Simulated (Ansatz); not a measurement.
A first try at a rigid torsion scan of CH₄OSiTe, SMILES O[SiH]1C[Te]1, using the Python package of Ansatz (0.2.0).

Script `ch4osite.py`:
```python
# -*- coding: utf-8 -*-
"""Rigid torsion scan of CH4OSiTe."""

from dataclasses import dataclass
import logging
import sys

import ansatz as az
from ase import Atoms

logging.basicConfig(stream=sys.stdout, format="%(name)s: %(message)s")
logger = logging.getLogger("ansatz_job")
logger.setLevel(logging.INFO)


@dataclass
class Settings:
    basis: str = "def2-SVP"
    cutoff: int = 500
    functional: str = "pbe0"
    force_tol: float = 0.02
    method: str = "mp2"


settings = Settings()

atoms = Atoms(["O", "Si", "C", "Te", "H", "H", "H", "H"], positions=[
    (-1.4133, 0.7108, -0.8867),
    (-0.3494, 0.462, 0.3709),
    (1.0094, -0.5781, -0.2139),
    (-0.0004, -1.9795, 0.9464),
    (-2.3405, 0.7929, -0.466),
    (0.074, 1.5919, 1.2371),
    (1.0568, -0.7711, -1.2884),
    (2.0555, -0.286, 0.245),
])

# start the scan from a relaxed geometry
first = (
    az.Crystal.molecule_from_ase(atoms).calculation()
    .basis(gaussian=settings.basis)  # the orbital basis, by name
    .basis(settings.cutoff)  # cutoff of the orbital basis
    .functional(settings.functional)
    .relax(force_tolerance=settings.force_tol, max_steps=30)  # relax until the tolerances are met
)
atoms.positions = first.run().report["positions_ang"]

start = atoms.get_dihedral(2, 1, 0, 4)
energies = {}
for turn in range(0, 360, 40):
    turned = atoms.copy()
    turned.set_dihedral(2, 1, 0, 4, start + turn, indices=[0, 4])
    base = (
        az.Crystal.molecule_from_ase(turned).calculation()
        .basis(gaussian=settings.basis)
        .correlation(settings.method)  # correlation on top of the mean field
        .basis(settings.cutoff)
    )
    energies[round((start + turn) % 360)] = base.run().report["free_energy_ev"]
floor = min(energies.values())
logger.info("dihedral C2-Si1-O0-H4 (deg)   E - E(min) (eV)")
for angle, e in sorted(energies.items()):
    logger.info(f"{angle:8d} {(e - floor):14.3f}  " + "#" * int(30 * (e - floor) / max(max(energies.values()) - floor, 1e-9)))
```

```console
$ python ch4osite.py
Traceback (most recent call last):
  File "ch4osite.py", line 46, in <module>
    atoms.positions = first.run().report["positions_ang"]
                      ~~~~~~~~~^^
  ...
ansatz.RefusalError: invalid value for `basis.gaussian`: such a run doesn't read basis.ecutwfc; remove what it names
$ echo $?
1
```
(Library frames cut from the traceback.)

What is wrong, and how is it mended?

The fault: a plane-wave cutoff beside a Gaussian basis. Mended:

```diff
--- before
+++ after
@@ -18,3 +18,2 @@
     basis: str = "def2-SVP"
-    cutoff: int = 500
     functional: str = "pbe0"
@@ -41,5 +40,4 @@
     .basis(gaussian=settings.basis)  # the orbital basis, by name
-    .basis(settings.cutoff)  # cutoff of the orbital basis
     .functional(settings.functional)
-    .relax(force_tolerance=settings.force_tol, max_steps=30)  # relax until the tolerances are met
+    .relax(force_tolerance=settings.force_tol, max_steps=80)  # relax until the tolerances are met
 )
@@ -56,3 +54,2 @@
         .correlation(settings.method)  # correlation on top of the mean field
-        .basis(settings.cutoff)
     )
```

The mended script runs so:

Output of `python ch4osite.py`:
```text
ansatz_job: dihedral C2-Si1-O0-H4 (deg)   E - E(min) (eV)
ansatz_job:       26          0.022  #####
ansatz_job:       66          0.000
ansatz_job:      106          0.018  ####
ansatz_job:      146          0.022  #####
ansatz_job:      186          0.038  #########
ansatz_job:      226          0.081  ###################
ansatz_job:      266          0.118  ###########################
ansatz_job:      306          0.127  ##############################
ansatz_job:      346          0.086  ####################
```

The scan is rigid and the energies are electronic, in a modest basis. With rigid groups the curve can differ much from the relaxed path, the start wasn't checked as a minimum of this torsion, and equivalent turns needn't return to the same energy. def2 sets replace the cores of elements past krypton by effective core potentials. The start is relaxed with a density functional and scanned with the wavefunction method, so it isn't exactly that method's minimum. Timing: 44 s on 1 thread of INTEL(R) XEON(R) PLATINUM 8581C CPU @ 2.10GHz (Emerald Rapids), on a shared host, peak memory 0.29 GiB.

(A comment or docstring line of the script was reworded after the run, the code is as it ran.)
